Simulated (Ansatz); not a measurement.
# C16H19BN2O2: geometry, orbitals and charge

Aim: characterise C16H19BN2O2 as a singlet: its structure, frontier levels and distribution of charge.

Method: RKS PBE0-D4/def2-TZVP; program: Ansatz 0.2.0, Gaussian basis.

Levels to be run: relaxation at PBE-D4/def2-SVP; a single point at PBE0-D4/def2-TZVP.

## 1. The starting structure

SMILES `OB(O)CCCCc1ccc(/N=N/c2ccccc2)cc1`, 40 atoms, charge 0, spin multiplicity 1.

Atoms are counted from 1 here; the program's logs count them from 0.

Bond lengths: O1–B2 1.355 Å, O1–H22 0.958 Å, B2–O3 1.355 Å, B2–C4 1.598 Å, O3–H23 0.959 Å, C4–C5 1.534 Å, C4–H24 1.089 Å, C4–H25 1.091 Å, C5–C6 1.528 Å, C5–H26 1.092 Å, C5–H27 1.091 Å, C6–C7 1.536 Å, C6–H28 1.092 Å, C6–H29 1.093 Å, C7–C8 1.498 Å, C7–H30 1.092 Å, C7–H31 1.090 Å, C8–C9 1.394 Å and more. Angles: B2–O1–H22 117.2°, O1–B2–O3 123.3°, O1–B2–C4 118.7°, O3–B2–C4 118.0°, B2–O3–H23 117.8°, B2–C4–C5 111.9°, B2–C4–H24 109.6°, B2–C4–H25 110.1°, C5–C4–H24 109.6°, C5–C4–H25 108.2°, H24–C4–H25 107.4°, C4–C5–C6 113.4°, C4–C5–H26 109.3°, C4–C5–H27 108.3°, C6–C5–H26 109.1°, C6–C5–H27 108.9°, H26–C5–H27 107.7°, C5–C6–C7 112.9° and more.

The start is a GFN2-xTB geometry.

## 2. Relaxation at PBE-D4/def2-SVP

in.yaml

```yaml
crystal:
  periodic: [false, false, false]
  atoms:
    - {symbol: O, position_ang: [-7.631430, -0.927360, 0.436330]}
    - {symbol: B, position_ang: [-6.938720, -0.268920, -0.524400]}
    - {symbol: O, position_ang: [-7.518650, 0.567910, -1.418460]}
    - {symbol: C, position_ang: [-5.355450, -0.467340, -0.601310]}
    - {symbol: C, position_ang: [-4.652820, 0.054240, 0.658040]}
    - {symbol: C, position_ang: [-3.134770, -0.119010, 0.621100]}
    - {symbol: C, position_ang: [-2.449370, 0.821110, -0.381400]}
    - {symbol: C, position_ang: [-0.961080, 0.730520, -0.232870]}
    - {symbol: C, position_ang: [-0.233240, -0.232330, -0.930000]}
    - {symbol: C, position_ang: [1.125680, -0.359460, -0.752590]}
    - {symbol: C, position_ang: [1.798020, 0.480770, 0.145720]}
    - {symbol: N, position_ang: [3.145410, 0.408290, 0.427340]}
    - {symbol: N, position_ang: [3.842000, -0.353800, -0.315200]}
    - {symbol: C, position_ang: [5.193220, -0.423380, -0.034820]}
    - {symbol: C, position_ang: [5.863690, 0.419440, 0.861370]}
    - {symbol: C, position_ang: [7.226690, 0.299130, 1.030030]}
    - {symbol: C, position_ang: [7.939710, -0.656610, 0.319200]}
    - {symbol: C, position_ang: [7.281780, -1.498390, -0.565070]}
    - {symbol: C, position_ang: [5.918700, -1.383570, -0.746950]}
    - {symbol: C, position_ang: [1.069760, 1.445200, 0.849640]}
    - {symbol: C, position_ang: [-0.288500, 1.566230, 0.654920]}
    - {symbol: H, position_ang: [-8.577650, -0.779330, 0.473950]}
    - {symbol: H, position_ang: [-8.467170, 0.696280, -1.361000]}
    - {symbol: H, position_ang: [-4.964790, 0.048340, -1.476990]}
    - {symbol: H, position_ang: [-5.115580, -1.526210, -0.711370]}
    - {symbol: H, position_ang: [-4.889550, 1.112270, 0.790440]}
    - {symbol: H, position_ang: [-5.049880, -0.485120, 1.519700]}
    - {symbol: H, position_ang: [-2.889600, -1.153260, 0.371580]}
    - {symbol: H, position_ang: [-2.729270, 0.085350, 1.615230]}
    - {symbol: H, position_ang: [-2.782380, 1.843210, -0.188730]}
    - {symbol: H, position_ang: [-2.742650, 0.548530, -1.395710]}
    - {symbol: H, position_ang: [-0.749220, -0.887980, -1.617840]}
    - {symbol: H, position_ang: [1.695020, -1.108820, -1.281230]}
    - {symbol: H, position_ang: [5.291130, 1.159910, 1.399300]}
    - {symbol: H, position_ang: [7.745440, 0.953510, 1.716120]}
    - {symbol: H, position_ang: [9.008430, -0.743230, 0.453670]}
    - {symbol: H, position_ang: [7.839390, -2.240510, -1.117780]}
    - {symbol: H, position_ang: [5.388420, -2.029530, -1.429870]}
    - {symbol: H, position_ang: [1.593820, 2.088510, 1.539240]}
    - {symbol: H, position_ang: [-0.844520, 2.315430, 1.200660]}
basis:
  gaussian: {orbitals: def2-SVP}
hamiltonian: {xc: pbe, dispersion: d4}
scf: {lower_state_search: "off"}
output: {orbitals: {seedname: orbitals}}
relax: {f_tol: 0.03, max_steps: 70}
```

Command:

```console
$ ansatz run in.yaml --threads 2 --pin off --events-out ev --progress --plain --max-ram 22528MiB --backend cuda --devices 0, --max-vram 18GiB
```

The runs that follow: Single point, PBE0-D4/def2-TZVP.

**Question.** What will the summary of the whole plan be? Wanted: point group; commonest bond, hydrogen aside; HOMO, LUMO at PBE0-D4/def2-TZVP; dipole at PBE-D4/def2-SVP.

As calculated:

| quantity | value |
| --- | --- |
| point group | C1 |
| commonest bond, hydrogen aside | C–C, 16 of mean length 1.438 Å |
| HOMO, LUMO at PBE0-D4/def2-TZVP | -6.36, -2.31 eV |
| dipole at PBE-D4/def2-SVP | 3.97 D |

What this shows: The molecule keeps its bonding pattern by the stored test; the atoms moved 0.10 Å (rms). No usable vibrations, so a minimum isn't proven. The point group is read from a loosely relaxed geometry; soft torsions can leave it below the true symmetry.
